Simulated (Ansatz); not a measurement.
# SiHSe (quartet): PBE, r2SCAN, PBE0, B3LYP over vertical spin and charge gaps and displaced geometries, cc-pVDZ, part 2 of 3

Ansatz 0.2.0, Gaussian basis; cc-pVDZ, all electrons in the functionals.

### 12 r2SCAN, charge 1, triplet

File in.yaml:

```yaml
crystal:
  periodic: [false, false, false]
  atoms:
    - {symbol: Si, position_ang: [0.000000, -0.102205, 1.681089]}
    - {symbol: Se, position_ang: [0.000000, 0.021114, -0.628981]}
    - {symbol: H, position_ang: [0.000000, 1.193815, 2.430780]}
basis:
  gaussian: {orbitals: cc-pVDZ}
total_charge: 1
magnetization: {spin_polarized: true, initial_magnetization: 2}
hamiltonian: {xc: {name: r2SCAN}}
output: {forces: true}
```

Started as:

```
ansatz run in.yaml --threads 1 --pin off --events-out ev --progress --plain --max-ram 2393MiB
```

Log:

```text
Functional definition: r2SCAN
  name "r2SCAN"
  cite "Furness, Kaplan, Ning, Perdew & Sun, J. Phys. Chem. Lett. 11, 8208 (2020) doi:10.1021/acs.jpclett.0c02405"
  cite "Furness, Kaplan, Ning, Perdew & Sun, J. Phys. Chem. Lett. 11, 9248 (2020) doi:10.1021/acs.jpclett.0c03077"
  parent r2scan
  parameter k0 = 0.174
  parameter k1 = 0.065
  parameter a1 = 4.9479
  exchange = r2scan_x(k0 = k0, k1 = k1, a1 = a1)
  correlation = r2scan_c
554 factors; integrals over basis functions are off by at most 1.2e-3 eV
mean field evaluation 1: about -73229.6450 eV, gradient 1.3e1 eV
mean field evaluation 2: about -73218.4418 eV, gradient 3.7e1 eV
mean field evaluation 4: about -73231.1586 eV, gradient 2.1e0 eV
mean field evaluation 8: about -73231.1929 eV, gradient 4.6e-2 eV
mean field evaluation 16: about -73231.1930 eV, gradient 2.3e-5 eV
mean field evaluation 32: about -73230.9748 eV, gradient 3.9e-1 eV
mean field -73231.19301164 eV, -2691.1967052925 hartree, gradient 1.1e-6 eV, S^2 2.008779; 6 other end points of the search recorded, 0 dependent functions left out
the calculation of the forces begins
reference -73231.19302052 eV, -2691.1967056188 hartree; 25, 23 occupied and 25, 27 virtual orbitals, 554 factors
Total energy: -73231.19302052 eV, -2691.1967056188 hartree
Atom 0 at     0.000000    -0.102205     1.681089 Å, force     0.000000    -0.214124    -1.325776 eV/Å
Atom 1 at     0.000000     0.021114    -0.628981 Å, force    -0.000000    -0.033414     1.241121 eV/Å
Atom 2 at     0.000000     1.193815     2.430780 Å, force    -0.000000     0.247539     0.084654 eV/Å
Dipole moment:    -0.000000    -0.014478     0.922925 e Å
```

Run time: 35 s. Hardware: 1 thread of AMD EPYC, shared host.

From the report: ⟨S²⟩ of the determinant 2.009 (pure triplet: 2.00).

From charge 0, quartet: +722.5 kJ/mol.

### 13 r2SCAN, charge 1, quintet

Changes to in.yaml since step 12:

```diff
@@ -9,3 +9,3 @@
 total_charge: 1
-magnetization: {spin_polarized: true, initial_magnetization: 2}
+magnetization: {spin_polarized: true, initial_magnetization: 4}
 hamiltonian: {xc: {name: r2SCAN}}
```

Same command.

Log:

```text
Functional definition: r2SCAN
  name "r2SCAN"
  cite "Furness, Kaplan, Ning, Perdew & Sun, J. Phys. Chem. Lett. 11, 8208 (2020) doi:10.1021/acs.jpclett.0c02405"
  cite "Furness, Kaplan, Ning, Perdew & Sun, J. Phys. Chem. Lett. 11, 9248 (2020) doi:10.1021/acs.jpclett.0c03077"
  parent r2scan
  parameter k0 = 0.174
  parameter k1 = 0.065
  parameter a1 = 4.9479
  exchange = r2scan_x(k0 = k0, k1 = k1, a1 = a1)
  correlation = r2scan_c
554 factors; integrals over basis functions are off by at most 1.2e-3 eV
mean field evaluation 1: about -73228.0946 eV, gradient 8.9e0 eV
mean field evaluation 2: about -73228.4363 eV, gradient 7.1e0 eV
mean field evaluation 4: about -73228.9283 eV, gradient 4.7e-1 eV
mean field evaluation 8: about -73228.9278 eV, gradient 1.7e-2 eV
mean field evaluation 16: about -73228.9278 eV, gradient 2.2e-5 eV
mean field -73228.92782992 eV, -2691.1134613995 hartree, gradient 2.2e-5 eV, S^2 6.006909; 0 other end points of the search recorded, 0 dependent functions left out
the calculation of the forces begins
reference -73228.92783927 eV, -2691.1134617431 hartree; 26, 22 occupied and 24, 28 virtual orbitals, 554 factors
Total energy: -73228.92783927 eV, -2691.1134617431 hartree
Atom 0 at     0.000000    -0.102205     1.681089 Å, force     0.000000    -0.435989     2.387123 eV/Å
Atom 1 at     0.000000     0.021114    -0.628981 Å, force    -0.000000     0.274850    -2.199744 eV/Å
Atom 2 at     0.000000     1.193815     2.430780 Å, force     0.000000     0.161140    -0.187380 eV/Å
Dipole moment:    -0.000000     0.000220     0.199426 e Å
```

Wall time 11 s (1 thread of AMD EPYC, shared host).

From the report: ⟨S²⟩ of the determinant 6.007 (pure quintet: 6.00).

From charge 0, quartet: +941.1 kJ/mol.

### 14 r2SCAN, displaced geometry v1

File in.yaml:

```yaml
crystal:
  periodic: [false, false, false]
  atoms:
    - {symbol: Si, position_ang: [0.000169, -0.090811, 1.689741]}
    - {symbol: Se, position_ang: [-0.000664, 0.016365, -0.631482]}
    - {symbol: H, position_ang: [0.047300, 1.248376, 2.385666]}
basis:
  gaussian: {orbitals: cc-pVDZ}
magnetization: {spin_polarized: true, initial_magnetization: 3}
hamiltonian: {xc: {name: r2SCAN}}
```

Launched as before.

Log (excerpt; [...] marks lines left out):

```text
Functional definition: r2SCAN
  name "r2SCAN"
  cite "Furness, Kaplan, Ning, Perdew & Sun, J. Phys. Chem. Lett. 11, 8208 (2020) doi:10.1021/acs.jpclett.0c02405"
  cite "Furness, Kaplan, Ning, Perdew & Sun, J. Phys. Chem. Lett. 11, 9248 (2020) doi:10.1021/acs.jpclett.0c03077"
  parent r2scan
[...]
554 factors; integrals over basis functions are off by at most 1.2e-3 eV
[...]
mean field -73238.68268532 eV, -2691.4719457235 hartree, gradient 8.5e-7 eV, S^2 3.759007; 4 other end points of the search recorded, 0 dependent functions left out
reference -73238.68269417 eV, -2691.4719460484 hartree; 26, 23 occupied and 24, 27 virtual orbitals, 554 factors
Total energy: -73238.68269417 eV, -2691.4719460484 hartree
```

Wall time 29 s (1 thread of AMD EPYC, shared host).

From the report: ⟨S²⟩ of the determinant 3.759 (pure quartet: 3.75).

From charge 0, quartet: -0.1 kJ/mol.

### 15 r2SCAN, displaced geometry v2

File in.yaml:

```yaml
crystal:
  periodic: [false, false, false]
  atoms:
    - {symbol: Si, position_ang: [0.121305, -0.108100, 1.672585]}
    - {symbol: Se, position_ang: [-0.043569, 0.023593, -0.625891]}
    - {symbol: H, position_ang: [0.033051, 1.163870, 2.425690]}
basis:
  gaussian: {orbitals: cc-pVDZ}
magnetization: {spin_polarized: true, initial_magnetization: 3}
hamiltonian: {xc: {name: r2SCAN}}
```

Same command.

Log (excerpt; [...] marks lines left out):

```text
Functional definition: r2SCAN
  name "r2SCAN"
  cite "Furness, Kaplan, Ning, Perdew & Sun, J. Phys. Chem. Lett. 11, 8208 (2020) doi:10.1021/acs.jpclett.0c02405"
  cite "Furness, Kaplan, Ning, Perdew & Sun, J. Phys. Chem. Lett. 11, 9248 (2020) doi:10.1021/acs.jpclett.0c03077"
  parent r2scan
[...]
554 factors; integrals over basis functions are off by at most 1.1e-3 eV
[...]
mean field -73238.67393570 eV, -2691.4716241808 hartree, gradient 6.1e-7 eV, S^2 3.758848; 4 other end points of the search recorded, 0 dependent functions left out
reference -73238.67394452 eV, -2691.4716245050 hartree; 26, 23 occupied and 24, 27 virtual orbitals, 554 factors
Total energy: -73238.67394452 eV, -2691.4716245050 hartree
```

It took 33 s on 1 thread of AMD EPYC, shared host.

From the report: ⟨S²⟩ of the determinant 3.759 (pure quartet: 3.75).

From charge 0, quartet: +0.7 kJ/mol.

### 16 PBE0, charge 0, quartet

File in.yaml:

```yaml
crystal:
  periodic: [false, false, false]
  atoms:
    - {symbol: Si, position_ang: [0.000000, -0.102205, 1.681089]}
    - {symbol: Se, position_ang: [0.000000, 0.021114, -0.628981]}
    - {symbol: H, position_ang: [0.000000, 1.193815, 2.430780]}
basis:
  gaussian: {orbitals: cc-pVDZ}
magnetization: {spin_polarized: true, initial_magnetization: 3}
hamiltonian: {xc: {name: PBE0}}
output: {orbitals: {seedname: orbitals}}
```

The command is unchanged.

Log (excerpt; [...] marks lines left out):

```text
Functional definition: PBE0
  name "PBE0"
  cite "Adamo & Barone, J. Chem. Phys. 110, 6158 (1999) doi:10.1063/1.478522"
  cite "Perdew, Burke & Ernzerhof, Phys. Rev. Lett. 77, 3865 (1996) doi:10.1103/PhysRevLett.77.3865"
  parent pbe
[...]
554 factors; integrals over basis functions are off by at most 1.2e-3 eV
[...]
mean field -73228.65578404 eV, -2691.1034638977 hartree, gradient 5.8e-6 eV, S^2 3.756563; 1 other end points of the search recorded, 0 dependent functions left out
reference -73228.65580543 eV, -2691.1034646838 hartree; 26, 23 occupied and 24, 27 virtual orbitals, 554 factors
Total energy: -73228.65580543 eV, -2691.1034646838 hartree
```

It took 12 s on 1 thread of AMD EPYC, shared host.

From the report: ⟨S²⟩ of the determinant 3.757 (pure quartet: 3.75).

### 17 PBE0, charge 0, doublet

Changes to in.yaml since step 16:

```diff
@@ -8,3 +8,3 @@
   gaussian: {orbitals: cc-pVDZ}
-magnetization: {spin_polarized: true, initial_magnetization: 3}
+magnetization: {spin_polarized: true, initial_magnetization: 1}
 hamiltonian: {xc: {name: PBE0}}
```

Launched as before.

Log (excerpt; [...] marks lines left out):

```text
Functional definition: PBE0
  name "PBE0"
  cite "Adamo & Barone, J. Chem. Phys. 110, 6158 (1999) doi:10.1063/1.478522"
  cite "Perdew, Burke & Ernzerhof, Phys. Rev. Lett. 77, 3865 (1996) doi:10.1103/PhysRevLett.77.3865"
  parent pbe
[...]
554 factors; integrals over basis functions are off by at most 1.2e-3 eV
[...]
mean field -73230.39890009 eV, -2691.1675222311 hartree, gradient 2.1e-5 eV, S^2 0.759833; 6 other end points of the search recorded, 0 dependent functions left out
reference -73230.39891984 eV, -2691.1675229571 hartree; 25, 24 occupied and 25, 26 virtual orbitals, 554 factors
Total energy: -73230.39891984 eV, -2691.1675229571 hartree
```

Wall time 13 s (1 thread of AMD EPYC, shared host).

From the report: ⟨S²⟩ of the determinant 0.760 (pure doublet: 0.75).

From charge 0, quartet: -168.2 kJ/mol.

### 18 PBE0, charge 0, sextet

Changes to in.yaml since step 17:

```diff
@@ -8,4 +8,4 @@
   gaussian: {orbitals: cc-pVDZ}
-magnetization: {spin_polarized: true, initial_magnetization: 1}
+magnetization: {spin_polarized: true, initial_magnetization: 5}
 hamiltonian: {xc: {name: PBE0}}
-output: {orbitals: {seedname: orbitals}}
+output: {forces: true, orbitals: {seedname: orbitals}}
```

Same command.

Log:

```text
Functional definition: PBE0
  name "PBE0"
  cite "Adamo & Barone, J. Chem. Phys. 110, 6158 (1999) doi:10.1063/1.478522"
  cite "Perdew, Burke & Ernzerhof, Phys. Rev. Lett. 77, 3865 (1996) doi:10.1103/PhysRevLett.77.3865"
  parent pbe
  parameter a = 0.25
  parameter kappa = 0.804
  parameter beta = 0.06672455060314922
  exchange = (1 - a)*pbe_x(kappa = kappa, mu = beta*pi^2/3) + a*exact_x
  correlation = pbe_c(beta = beta)
554 factors; integrals over basis functions are off by at most 1.2e-3 eV
mean field evaluation 1: about -73222.1018 eV, gradient 1.1e1 eV
mean field evaluation 2: about -73221.2379 eV, gradient 1.5e1 eV
mean field evaluation 4: about -73223.5491 eV, gradient 6.5e-1 eV
mean field evaluation 8: about -73223.5810 eV, gradient 9.5e-2 eV
mean field evaluation 16: about -73223.5818 eV, gradient 4.1e-4 eV
mean field -73223.58178313 eV, -2690.9169978037 hartree, gradient 3.0e-5 eV, S^2 8.753782; 1 other end points of the search recorded, 0 dependent functions left out
the calculation of the forces begins
reference -73223.58180587 eV, -2690.9169986393 hartree; 27, 22 occupied and 23, 28 virtual orbitals, 554 factors
Total energy: -73223.58180587 eV, -2690.9169986393 hartree
Atom 0 at     0.000000    -0.102205     1.681089 Å, force    -0.000000     0.284565     5.167046 eV/Å
Atom 1 at     0.000000     0.021114    -0.628981 Å, force    -0.000000    -0.214570    -6.088332 eV/Å
Atom 2 at     0.000000     1.193815     2.430780 Å, force     0.000000    -0.069995     0.921285 eV/Å
Dipole moment:    -0.000000    -0.046322    -0.726067 e Å
```

Run time: 7 s. Hardware: 1 thread of AMD EPYC, shared host.

From the report: ⟨S²⟩ of the determinant 8.754 (pure sextet: 8.75).

From charge 0, quartet: +489.6 kJ/mol.

### 19 PBE0, charge 1, triplet

Changes to in.yaml since step 18:

```diff
@@ -8,3 +8,4 @@
   gaussian: {orbitals: cc-pVDZ}
-magnetization: {spin_polarized: true, initial_magnetization: 5}
+total_charge: 1
+magnetization: {spin_polarized: true, initial_magnetization: 2}
 hamiltonian: {xc: {name: PBE0}}
```

Launched as before.

Log:

```text
Functional definition: PBE0
  name "PBE0"
  cite "Adamo & Barone, J. Chem. Phys. 110, 6158 (1999) doi:10.1063/1.478522"
  cite "Perdew, Burke & Ernzerhof, Phys. Rev. Lett. 77, 3865 (1996) doi:10.1103/PhysRevLett.77.3865"
  parent pbe
  parameter a = 0.25
  parameter kappa = 0.804
  parameter beta = 0.06672455060314922
  exchange = (1 - a)*pbe_x(kappa = kappa, mu = beta*pi^2/3) + a*exact_x
  correlation = pbe_c(beta = beta)
554 factors; integrals over basis functions are off by at most 1.2e-3 eV
mean field evaluation 1: about -73219.8721 eV, gradient 1.2e1 eV
mean field evaluation 2: about -73216.5395 eV, gradient 2.4e1 eV
mean field evaluation 4: about -73221.1885 eV, gradient 9.6e-1 eV
mean field evaluation 8: about -73221.2209 eV, gradient 1.5e-2 eV
mean field evaluation 16: about -73221.2209 eV, gradient 6.8e-4 eV
mean field evaluation 32: about -73221.2209 eV, gradient 8.2e-6 eV
mean field -73221.22091408 eV, -2690.8302374664 hartree, gradient 3.3e-7 eV, S^2 2.006314; 1 other end points of the search recorded, 0 dependent functions left out
the calculation of the forces begins
reference -73221.22093370 eV, -2690.8302381872 hartree; 25, 23 occupied and 25, 27 virtual orbitals, 554 factors
Total energy: -73221.22093370 eV, -2690.8302381872 hartree
Atom 0 at     0.000000    -0.102205     1.681089 Å, force     0.000000    -0.215068    -1.416128 eV/Å
Atom 1 at     0.000000     0.021114    -0.628981 Å, force    -0.000000    -0.046243     1.306899 eV/Å
Atom 2 at     0.000000     1.193815     2.430780 Å, force    -0.000000     0.261311     0.109229 eV/Å
Dipole moment:    -0.000000    -0.010000     0.939075 e Å
```

Run time: 25 s. Hardware: 1 thread of AMD EPYC, shared host.

From the report: ⟨S²⟩ of the determinant 2.006 (pure triplet: 2.00).

From charge 0, quartet: +717.4 kJ/mol.

### 20 PBE0, charge 1, quintet

Changes to in.yaml since step 19:

```diff
@@ -9,3 +9,3 @@
 total_charge: 1
-magnetization: {spin_polarized: true, initial_magnetization: 2}
+magnetization: {spin_polarized: true, initial_magnetization: 4}
 hamiltonian: {xc: {name: PBE0}}
```

The command is unchanged.

Log:

```text
Functional definition: PBE0
  name "PBE0"
  cite "Adamo & Barone, J. Chem. Phys. 110, 6158 (1999) doi:10.1063/1.478522"
  cite "Perdew, Burke & Ernzerhof, Phys. Rev. Lett. 77, 3865 (1996) doi:10.1103/PhysRevLett.77.3865"
  parent pbe
  parameter a = 0.25
  parameter kappa = 0.804
  parameter beta = 0.06672455060314922
  exchange = (1 - a)*pbe_x(kappa = kappa, mu = beta*pi^2/3) + a*exact_x
  correlation = pbe_c(beta = beta)
554 factors; integrals over basis functions are off by at most 1.2e-3 eV
mean field evaluation 1: about -73218.3124 eV, gradient 7.8e0 eV
mean field evaluation 2: about -73218.7498 eV, gradient 4.6e0 eV
mean field evaluation 4: about -73218.9511 eV, gradient 3.2e-1 eV
mean field evaluation 8: about -73218.9796 eV, gradient 4.1e-2 eV
mean field evaluation 16: about -73218.9797 eV, gradient 2.0e-4 eV
mean field -73218.97967539 eV, -2690.7478734637 hartree, gradient 4.6e-5 eV, S^2 6.004599; 0 other end points of the search recorded, 0 dependent functions left out
the calculation of the forces begins
reference -73218.97969788 eV, -2690.7478742900 hartree; 26, 22 occupied and 24, 28 virtual orbitals, 554 factors
Total energy: -73218.97969788 eV, -2690.7478742900 hartree
Atom 0 at     0.000000    -0.102205     1.681089 Å, force     0.000000    -0.444872     2.299407 eV/Å
Atom 1 at     0.000000     0.021114    -0.628981 Å, force    -0.000000     0.261834    -2.142442 eV/Å
Atom 2 at     0.000000     1.193815     2.430780 Å, force    -0.000000     0.183038    -0.156965 eV/Å
Dipole moment:    -0.000000     0.008611     0.191806 e Å
```

Wall time 9 s (1 thread of AMD EPYC, shared host).

From the report: ⟨S²⟩ of the determinant 6.005 (pure quintet: 6.00).

From charge 0, quartet: +933.6 kJ/mol.

(Part 2 of 3 ends here.)
